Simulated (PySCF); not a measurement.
# BSe at other levels of theory

What do other methods print for BSe?

Computed with PySCF 2.14.0. Level: each script names its method and basis.

1 further run of the same task is left out (it didn't finish).

### 1 The system as given

BSe: 2 atoms, charge 0, spin multiplicity 2.

Bond lengths: B1–Se2 1.930 Å.

### 2 The base run

File input.py:

```python
from pyscf import gto, dft

mol = gto.M(
    atom='B 0 0 0; Se 0 0 1.93',
    basis='ano-rcc-vdzp',
    charge=0,
    spin=1,
    verbose=3,
)
mf = dft.UKS(mol, xc='camb3lyp')
mf = mf.sfx2c1e()
mf = mf.density_fit(auxbasis='def2-universal-jkfit')
mf.kernel()
mf.stability(internal=True, external=True)
mf.dip_moment()
print('orbital energies (hartree):', [e[max(0, n-3):n+3].round(4) for e, n in zip(mf.mo_energy, mol.nelec)])
```

Command:

```console
OMP_NUM_THREADS=1 python input.py
```

### 3 TDDFT

Edit 1 changes step after the SCF: stability → tddft; number of roots: none → 4.

Edit input.py of step 2 so:

```diff
@@ -1,2 +1,2 @@
-from pyscf import gto, dft
+from pyscf import gto, dft, tdscf
 
@@ -13,3 +13,6 @@
 mf.kernel()
-mf.stability(internal=True, external=True)
+td = tdscf.TDDFT(mf)
+td.nstates = 4
+td.kernel()
+td.analyze()
 mf.dip_moment()
```

### 4 Geometry optimisation

Edit 2 changes step after the SCF: stability → optimize.

File input.py:

```python
from pyscf import gto, dft
from pyscf.geomopt.geometric_solver import optimize

mol = gto.M(
    atom='B 0 0 0; Se 0 0 1.93',
    basis='ano-rcc-vdzp',
    charge=0,
    spin=1,
    verbose=3,
)
mf = dft.UKS(mol, xc='camb3lyp')
mf = mf.sfx2c1e()
mf = mf.density_fit(auxbasis='def2-universal-jkfit')
mf.kernel()
g = mf.nuc_grad_method()
g.grid_response = True
mol_eq = optimize(g.as_scanner(), maxsteps=30)
print('optimised geometry (angstrom)')
print(mol_eq.tostring('raw'))
print('orbital energies (hartree):', [e[max(0, n-3):n+3].round(4) for e, n in zip(mf.mo_energy, mol.nelec)])
```

### 5 Gradient

Edit 3 changes step after the SCF: stability → gradient.

Edit input.py of step 2 so:

```diff
@@ -13,3 +13,5 @@
 mf.kernel()
-mf.stability(internal=True, external=True)
+g = mf.nuc_grad_method()
+g.grid_response = True
+g.kernel()
 mf.dip_moment()
```

### 6 Population analysis

Edit 4 changes step after the SCF: stability → analyze.

Edit input.py of step 2 so:

```diff
@@ -13,4 +13,3 @@
 mf.kernel()
-mf.stability(internal=True, external=True)
-mf.dip_moment()
+mf.analyze()
 print('orbital energies (hartree):', [e[max(0, n-3):n+3].round(4) for e, n in zip(mf.mo_energy, mol.nelec)])
```

### 7 TDA

Edit 5 changes step after the SCF: stability → tda; number of roots: none → 6.

Edit input.py of step 2 so:

```diff
@@ -1,2 +1,2 @@
-from pyscf import gto, dft
+from pyscf import gto, dft, tdscf
 
@@ -13,3 +13,6 @@
 mf.kernel()
-mf.stability(internal=True, external=True)
+td = tdscf.TDA(mf)
+td.nstates = 6
+td.kernel()
+td.analyze()
 mf.dip_moment()
```

**Question.** What will these runs give? Wanted: for each run, E(SCF); from base; gap, α spin; SCF dipole; after the SCF.

**Answer**, as computed:

```csv
run,E(SCF) (hartree),from base (eV),"gap, α spin (eV)",SCF dipole (D),after the SCF
base,-2454.785105,0,7.76,1.03,unstable: UHF/UKS -> GHF/GKS
TDDFT,-2454.785105,0.0000,7.76,1.03,lowest root found 1.36 eV
geometry optimisation,-2454.785105,0.0000,7.76,n/a,"bond 1.741 Å, -0.459 eV"
gradient,-2454.785105,0.0000,7.76,1.03,n/a
population analysis,-2454.785105,0.0000,7.76,1.03,n/a
TDA,-2454.785105,0.0000,7.76,1.03,lowest root found 1.42 eV
```

SCF columns refer to the geometry typed in the script.

**Reading.** Total energies from different bases, Hamiltonians or methods carry different errors, so properties are taken as differences within one set-up.
